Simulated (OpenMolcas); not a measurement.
# BHOF2 (difluorohydroxyborane) at CCSD(T)/cc-pVDZ

What is the energy change on altering one bond length of BHOF2 (difluorohydroxyborane) at CCSD(T)/cc-pVDZ? 

Program for the calculation: OpenMolcas 26.06.

## (1) The system as given

BHOF2: 5 atoms, total charge 0, spin state singlet. SMILES: `OB(F)F`. Geometry: relaxed at PBE0-D4/def2-TZVP.

Bond lengths: O1–B2 1.345 Å, B2–F3 1.317 Å, B2–F4 1.327 Å, O1–H5 0.960 Å. Angles: O1–B2–F3 119.5°, O1–B2–F4 122.2°, F3–B2–F4 118.3°, B2–O1–H5 113.5°.

## (2) The energy at CCSD(T)/cc-pVDZ

Contents of mol.xyz:

```xyz
5

O      0.038630     1.000750     0.174310
B      0.105760    -0.342460     0.137210
F      0.731030    -0.986880     1.100700
F     -0.439530    -1.051930    -0.843330
H     -0.435890     1.380520    -0.568880
```

Contents of job.inp:

```
&GATEWAY
 BasLib = $CurrDir
 Coord = mol.xyz
 Basis = cc-pVDZ
 Group = NoSym

&SEWARD

&SCF
 PrOrbitals = 1 1

&RASSCF
 FileOrb = $Project.ScfOrb
 Spin = 1
 Nactel = 0 0 0
 Inactive = 16
 Ras2 = 0
 OutOrbitals = Canonical
 OrbListing = Nothing

&MOTRA
 JobIph
 Frozen = 4

&CCSDT
 CCT
 Triples = 2
 Iterations = 50
 Extrapolation = 5 4
```

The basis set cc-pVDZ is read from a file made from the Basis Set Exchange's data (not shown).

Command:

```
$ export MOLCAS_MEM=1860
$ pymolcas job.inp > job.log
```

Log:

```text
--- Start Module: gateway ---
[...]
--- Stop Module: gateway /rc=_RC_ALL_IS_WELL_ ---
[...]
      Basis functions           61
[...]
       Convergence after  11 Iterations
[...]
::    Total SCF energy                               -299.2077426301
[...]
      Total spin, S                                     0.0000000000
[...]
      Number of active orbitals                  0
[...]
      Spin quantum number                      0.0
[...]
      Active orbitals                            0
[...]
      Number of CSFs                             1
[...]
      Number of root(s) required                 1
[...]
      Convergence after  4 iterations
[...]
      Natural orbitals and occupation numbers for root  1
      ************************************************************************************************************************
      *                                                    Final results                                                     *
      ************************************************************************************************************************
[...]
::    RASSCF root number  1 Total energy:   -299.20774263
[...]
      Total electronic charge=   32.000000
      Total            charge=   -0.000000
[...]
      Dipole Moment (debye):
      Origin of the operator (angstrom)=    0.1042   -0.3803    0.1305
                   X= -9.1790E-01               Y=  1.3982E+00               Z= -1.3644E+00           Total=  2.1585E+00
      Quadrupole Moment (debye*angstrom):
[...]
--- Start Module: motra ---
[...]
      *** WARNING: Default frozen orbitals is overwritten by user input.
      *** Default values:   4
[...]
--- Stop Module: motra /rc=_RC_ALL_IS_WELL_ ---
--- Start Module: ccsdt ---
[...]
      Convergence after                    14  Iterations
      Total energy (diff) :    -299.85526332      -0.00000002
[...]
 METHOD                       : CCSD+T(CCSD)+<T3(1)WT1> = CCSD(T)
[...]
       CCSD     =      -299.8552633242297
[...]
--- Stop Module: ccsdt /rc=_RC_ALL_IS_WELL_ ---
[...]
```

It took 16 s on 1 thread of Arm Neoverse V1, shared host; peak memory 0.4 GiB.

## (3) The distorted shape, same level

Contents of mol.xyz:

```xyz
5

O     -0.023884     1.065179     0.077980
B      0.043246    -0.278031     0.040880
F      0.731030    -0.986880     1.100700
F     -0.502044    -0.987501    -0.939660
H     -0.498404     1.444949    -0.665210
```

Contents of job.input:

```
>>> EXPORT MOLCAS_PRINT=2

&gateway
 baslib = $CurrDir
 coord = mol.xyz
 basis = cc-pVDZ
 group = NoSym

&seward

&scf
 prorbitals = 1 1

&rasscf
 fileorb = $Project.ScfOrb
 spin = 1
 nactel = 0 0 0
 inactive = 16
 ras2 = 0
 outorbitals = Canonical
 orblisting = Nothing

&motra
 jobiph
 frozen = 4

&ccsdt
 cct
 triples = 2
 iterations = 50
 extrapolation = 5 4
```

The basis set cc-pVDZ is read from a file made from the Basis Set Exchange's data (not shown).

Command:

```
$ export MOLCAS_MEM=1860
$ pymolcas job.input > job.log
```

Log:

```text
--- Start Module: gateway ---
[...]
--- Stop Module: gateway /rc=_RC_ALL_IS_WELL_ ---
[...]
      Basis functions           61
[...]
       Convergence after  11 Iterations
[...]
::    Total SCF energy                               -299.1953632329
[...]
      Total spin, S                                     0.0000000000
[...]
      Number of active orbitals                  0
[...]
      Spin quantum number                      0.0
[...]
      Active orbitals                            0
[...]
      Number of CSFs                             1
[...]
      Number of root(s) required                 1
[...]
      Convergence after  4 iterations
[...]
      Natural orbitals and occupation numbers for root  1
      ************************************************************************************************************************
      *                                                    Final results                                                     *
      ************************************************************************************************************************
[...]
::    RASSCF root number  1 Total energy:   -299.19536323
[...]
      Total electronic charge=   32.000000
      Total            charge=   -0.000000
[...]
      Dipole Moment (debye):
      Origin of the operator (angstrom)=    0.0597   -0.3345    0.0619
                   X= -1.2187E+00               Y=  1.7329E+00               Z= -1.8252E+00           Total=  2.7964E+00
      Quadrupole Moment (debye*angstrom):
[...]
--- Start Module: motra ---
[...]
      *** WARNING: Default frozen orbitals is overwritten by user input.
      *** Default values:   4
[...]
--- Stop Module: motra /rc=_RC_ALL_IS_WELL_ ---
--- Start Module: ccsdt ---
[...]
      Convergence after                    14  Iterations
      Total energy (diff) :    -299.84682238      -0.00000003
[...]
 METHOD                       : CCSD+T(CCSD)+<T3(1)WT1> = CCSD(T)
[...]
       CCSD     =      -299.8468223818645
[...]
--- Stop Module: ccsdt /rc=_RC_ALL_IS_WELL_ ---
[...]
```

Wall time 16 s (1 thread of Arm Neoverse V1, shared host); peak memory 0.4 GiB.

## (4) Summary of results

At CCSD(T)/cc-pVDZ, 4 core orbitals frozen:

| quantity | value |
| --- | --- |
| first shape: total energy | -299.86721 Eh |
| first shape: dipole moment (mean-field density) | 2.16 D |
| first shape: HOMO energy (Hartree–Fock orbitals) | -15.16 eV |
| first shape: LUMO energy (Hartree–Fock orbitals) | 4.73 eV |
| first shape: HOMO–LUMO gap (Hartree–Fock orbitals) | 19.89 eV |
| first shape: correlation energy (4 core orbitals frozen) | -659.5 mEh |
| first shape: (T) correction | -11.95 mEh |
| distorted shape: total energy | -299.85932 Eh |
| distorted shape: dipole moment (mean-field density) | 2.80 D |
| distorted shape: HOMO energy (Hartree–Fock orbitals) | -15.43 eV |
| distorted shape: LUMO energy (Hartree–Fock orbitals) | 4.48 eV |
| distorted shape: HOMO–LUMO gap (Hartree–Fock orbitals) | 19.91 eV |
| distorted shape: correlation energy (4 core orbitals frozen) | -664.0 mEh |
| distorted shape: (T) correction | -12.50 mEh |
| energy change with the B2–F3 bond stretched from 1.317 to 1.449 Å | 0.215 eV |

**Reading.** With the B2–F3 bond stretched from 1.317 to 1.449 Å the energy rises by 0.21 eV (4.9 kcal/mol). The first shape isn't relaxed at this level, so the change isn't measured from a minimum. The triples (first shape) make up 1.8 % of the correlation energy. Mulliken charges (distorted shape) of the mean-field density run from -0.33 on F3 to +0.57 on B2. The triples (distorted shape) make up 1.9 % of the correlation energy.
